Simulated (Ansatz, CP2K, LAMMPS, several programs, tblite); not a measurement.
Energy against volume for CdSe in the wurtzite structure, at fixed shape and fractional coordinates, computed by several methods (PBE and r2SCAN, where shown, with plane waves in Ansatz); the cell shown is that of r2SCAN. With free coordinates or axes held, a curve is too stiff, and on another method's shape its minimum isn't the method's own volume. Space group P6_3mc (No. 186), hexagonal; a = 4.341 Å, c = 7.077 Å in the conventional setting, 28.87 Å³ an atom. Cd has 4 Se at 2.66 Å; Se has 4 Cd at 2.66 Å. No spin polarisation and no zero-point or thermal motion. Energies count from each curve's lowest point; fits are third-order Birch-Murnaghan.

```
Cd Se
1.0
     4.34072    0.00000    0.00000
    -2.17036    3.75918    0.00000
     0.00000    0.00000    7.07665
Cd Se
2 2
Direct
  0.33333 0.66667 0.99952
  0.66667 0.33333 0.49952
  0.33333 0.66667 0.37548
  0.66667 0.33333 0.87548
```

Task: CdTeZnSeHgS0.sw (LAMMPS), on the shape of its own relaxed cell, gives
```tsv
V (Å³/atom)	E (meV/atom)
26.020	18.04
26.850	4.33
27.681	0.00
28.511	4.00
29.341	15.42
```
What equilibrium volume and bulk modulus follow?

Result: V₀ = 27.68 Å³ an atom and B₀ = 54 GPa.

Task: PBE/DZVP (CP2K), on the shape of the cell shown, gives

| V (Å³/atom) | E (meV/atom) |
| --- | --- |
| 25.404 | 145.99 |
| 27.136 | 52.81 |
| 28.868 | 8.63 |
| 30.600 | 0.00 |
| 32.333 | 16.93 |

What equilibrium volume and bulk modulus follow?

Result: V₀ = 30.24 Å³ an atom and B₀ = 44 GPa.

light PBE (260 eV and a coarse mesh), on the shape of the cell shown:
```tsv
V (Å³/atom)	E (meV/atom)
26.559	68.03
27.714	25.91
28.868	5.41
30.023	0.00
31.178	19.85
32.333	18.89
```
The points scatter about the fit by more than 0.3 meV an atom, since at so low a cutoff the number of plane waves jumps with the volume, so no fit is quoted.

GFN1-xTB (tblite), on the shape of the cell shown, as a cluster of 72 atoms at the zone centre:
```csv
V (Å³/atom),E (meV/atom)
25.404,103.86
27.136,33.53
28.868,2.48
30.600,0.00
32.333,18.72
```
This method closes the gap of a crystal that DFT finds insulating, so its curve rests on a wrong state.
V₀ = 29.89 Å³ an atom and B₀ = 38 GPa.

PBE/SZV (CP2K), on the shape of the cell shown:
```tsv
V (Å³/atom)	E (meV/atom)
25.404	233.65
27.136	102.91
28.868	30.31
30.600	0.00
32.333	0.27
```
V₀ = 31.42 Å³ an atom and B₀ = 44 GPa.

Spin-orbit coupling is left out.
